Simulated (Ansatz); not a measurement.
# LaNiF6: the cost of one run

Computed with Ansatz 0.2.0 (reference: DFT r2SCAN, plane waves, PAW, scalar-relativistic, no spin polarisation, unless a step's input says otherwise).

### Step 1. The system as given

The structure is trigonal, space group R-3m (No. 166). The conventional cell has a = 7.146 Å, b = 7.146 Å, c = 6.724 Å, α = 90.00°, β = 90.00°, γ = 120.00°. La (site symmetry -3m) is surrounded by 12 F at 2.64 to 2.75 Å. Around Ni (site symmetry -3m) lie 6 F at 1.82 Å. F (site symmetry m) has 1 Ni at 1.82 Å as nearest neighbours.

Structure file:

```xyz
8
Lattice="3.5732 2.0630 2.2414 -3.5732 2.0630 2.2414 0.0000 -4.1260 2.2414" Properties=species:S:1:pos:R:3 pbc="T T T"
La    0.0000    0.0000    3.3621
Ni    0.0000    0.0000    0.0000
F    -2.2869    1.3203    3.2904
F     0.0000   -2.6407    3.2904
F     2.2869    1.3203    3.2904
F     2.2869   -1.3203    3.4338
F    -2.2869   -1.3203    3.4338
F     0.0000    2.6407    3.4338
```

### Step 2. Baseline

input.yaml

```yaml
crystal:
  lattice:
    - [3.573241, 2.063014, 2.241403]
    - [-3.573241, 2.063014, 2.241403]
    - [0.0, -4.126027, 2.241403]
  atoms:
    - { symbol: La, position: [0.5, 0.5, 0.5] }
    - { symbol: Ni, position: [0.0, 0.0, 0.0] }
    - { symbol: F, position: [0.276, 0.916, 0.276] }
    - { symbol: F, position: [0.276, 0.276, 0.916] }
    - { symbol: F, position: [0.916, 0.276, 0.276] }
    - { symbol: F, position: [0.724, 0.084, 0.724] }
    - { symbol: F, position: [0.084, 0.724, 0.724] }
    - { symbol: F, position: [0.724, 0.724, 0.084] }
  symmetry: { tolerance: 0.0003 }
kpoints:
  mp_grid: { grid: [4, 4, 4], shift: [0, 0, 0] }
magnetization:
  spin_polarized: false
scf:
  occupations: { method: fermi_dirac }
hamiltonian:
  pseudopotentials: { kind: paw }
  xc: r2scan
basis:
  ecutwfc: 500
output:
  forces: true
  stress: true
  eigenvalues: true
```

Launch:

```sh
ansatz run input.yaml --threads 1 --pin off --max-ram 2560MiB --backend cpu --events-out ev --progress --plain --runs-dir out
```

Q: Estimate wall time and peak memory on 1 thread of an x86-64 CPU, shared host.

About 6.3 s, with a peak of 0.63 GiB.
